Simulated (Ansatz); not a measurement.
**C₄H₅FSi: basis-set convergence**

How large a basis does C₄H₅FSi need? Two functionals are run in growing sets.

Computed with Ansatz 0.2.0, Gaussian basis. Level: one geometry, several basis sets.

The runs, in order: PBE0-D4/def2-SVP; ωB97M-V/def2-SVP; PBE0-D4/def2-QZVPP; ωB97M-V/def2-QZVPP; the functionals' def2-TZVPP values are taken from earlier runs.

### 1 The geometry

An earlier PBE0-D4 in a triple-zeta def2 set relaxation fixed the geometry.

11 atoms, charge 0, spin multiplicity 1.

Atoms are counted from 1 here; the program's logs count them from 0.

Bond lengths: C1–C2 1.484 Å, C1–H7 1.092 Å, C1–H8 1.095 Å, C1–H9 1.092 Å, C2–C3 1.314 Å, C2–Si5 1.922 Å, C3–C4 1.346 Å, C3–Si5 1.889 Å, C4–Si5 1.850 Å, C4–H10 1.082 Å, Si5–F6 1.587 Å, Si5–H11 1.469 Å. Angles: C2–C1–H7 111.7°, C2–C1–H8 110.1°, C2–C1–H9 111.4°, H7–C1–H8 107.9°, H7–C1–H9 108.6°, H8–C1–H9 107.0°, C1–C2–C3 134.6°, C1–C2–Si5 134.4°, C3–C2–Si5 68.5°, C2–C3–C4 138.5°, C2–C3–Si5 71.2°, C4–C3–Si5 67.4°, C3–C4–Si5 70.5°, C3–C4–H10 124.7°, Si5–C4–H10 132.7°, C2–Si5–C3 40.3°, C2–Si5–C4 82.5°, C2–Si5–F6 109.3° and more.

Coordinates:

```mol
C4H5FSi
  3D, bonds by distance, orders not assigned

 11 12  0  0  0  0  0  0  0  0999 V2000
    0.8308   -0.9261    1.3889 C   0  0
    0.5364   -0.3670    0.0463 C   0  0
    0.6656    0.8175   -0.5084 C   0  0
   -0.0779    1.6832   -1.2222 C   0  0
   -1.0689    0.1621   -0.8682 Si  0  0
   -2.2706    0.2153    0.1676 F   0  0
    1.5605   -0.3184    1.9288 H   0  0
   -0.0848   -0.9657    1.9882 H   0  0
    1.2112   -1.9471    1.3200 H   0  0
    0.2394    2.1552   -2.1432 H   0  0
   -1.4763   -0.5657   -2.0770 H   0  0
  1  2  8  0
  1  7  8  0
  1  8  8  0
  1  9  8  0
  2  3  8  0
  2  5  8  0
  3  4  8  0
  3  5  8  0
  4  5  8  0
  4 10  8  0
  5  6  8  0
  5 11  8  0
M  END
```

### 2 PBE0-D4 in def2-SVP

File in.yaml:

```yaml
crystal:
  periodic: [false, false, false]
  atoms:
    - {symbol: C, position_ang: [0.830785, -0.926144, 1.388883]}
    - {symbol: C, position_ang: [0.536391, -0.367042, 0.046275]}
    - {symbol: C, position_ang: [0.665602, 0.817476, -0.508376]}
    - {symbol: C, position_ang: [-0.077903, 1.683233, -1.222210]}
    - {symbol: Si, position_ang: [-1.068895, 0.162058, -0.868207]}
    - {symbol: F, position_ang: [-2.270619, 0.215275, 0.167595]}
    - {symbol: H, position_ang: [1.560462, -0.318374, 1.928756]}
    - {symbol: H, position_ang: [-0.084826, -0.965652, 1.988191]}
    - {symbol: H, position_ang: [1.211198, -1.947117, 1.320018]}
    - {symbol: H, position_ang: [0.239432, 2.155223, -2.143193]}
    - {symbol: H, position_ang: [-1.476326, -0.565737, -2.077030]}
basis:
  gaussian: {orbitals: def2-SVP}
hamiltonian: {xc: pbe0, dispersion: d4}
output: {orbitals: {seedname: orbitals}}
```

On the command line:

```
$ ansatz run in.yaml --threads 4 --pin off --events-out ev --progress --plain --max-ram 10444MiB
```

The runs that follow: ωB97M-V in def2-SVP; PBE0-D4 in def2-QZVPP; ωB97M-V in def2-QZVPP.

Q: Predict the results of all the runs planned. Wanted: PBE0-D4: double and triple zeta above quadruple; ωB97M-V: double and triple zeta above quadruple.

The runs gave:

| quantity | value |
| --- | --- |
| PBE0-D4: double and triple zeta above quadruple | 11.70, 0.67 eV |
| ωB97M-V: double and triple zeta above quadruple | 11.93, 0.62 eV |

For PBE0-D4 the step from double to triple zeta gains 11.04 eV and the next only 0.67 eV. Total energies overstate the basis error of differences, where much of it tends to cancel.
